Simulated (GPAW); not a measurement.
Runs of GPAW 26.7.0 on GaB. Symmetry: P4/mmm, No. 123, tetragonal system. The conventional cell has a = 2.718 Å, b = 2.718 Å, c = 3.236 Å, α = 90.00°, β = 90.00°, γ = 90.00°. Ga (site symmetry 4/mmm) is surrounded by 8 B at 2.51 Å and 4 Ga at 2.72 Å. Around B (site symmetry 4/mmm) lie 8 Ga at 2.51 Å and 4 B at 2.72 Å. The cell was built by a generator and needn't be a form met in nature.

| task | level | potentials or basis | cell | band path | band points | eigensolver | optimizer | fmax | gap on the mesh (eV) | pressure (GPa) | relaxed volume (Å³/atom) |
| --- | --- | --- | --- | --- | --- | --- | --- | --- | --- | --- | --- |
| band structure | RPBE | the program's PAW data sets (release 1.2.1) made for this functional, pw | as given | GXMGZRAZ,XR,MA | 100 | - | - | - | - | 3.4 | - |
| band structure | LDA | the program's PAW data sets (release 1.2.1) made for this functional, pw | as given | GXMGZRAZ,XR,MA | 100 | - | - | - | - | -5.9 | - |
| relaxation of cell and atoms | BLYP | PAW data sets generated in the run's folder for this functional, pw | relaxed | - | - | davidson | BFGS | 0.02 eV/Å | none | 0.0 | 13.16 |
| band structure | revPBE | the program's PAW data sets (release 1.2.1) made for this functional, pw | as given | GXMGZRAZ,XR,MA | 100 | - | - | - | - | (a) | - |
| relaxation of cell and atoms | BLYP+D4 | PAW data sets generated in the run's folder for this functional, pw | relaxed | - | - | davidson | BFGS | 0.02 eV/Å | none | 0.2 | (b) |

Alike in all rows: no spin polarisation; k mesh 10 × 10 × 8; cutoff (eV) 800; smearing fermi-dirac 0.05 eV.

Question: Estimate the missing entries.

Answer: (a) 2.8; (b) 11.74.

Caveats: later steps reuse the first step's grids (some runs); pairwise dispersion overbinds metals, which lowers pressure and volume (some runs).

A k mesh can miss the band edges, and the runs leave out spin-orbit coupling on Ga.

A gap of «none» marks a metal or a gap under the smearing width.

Runs at the PBE level aren't shown here.
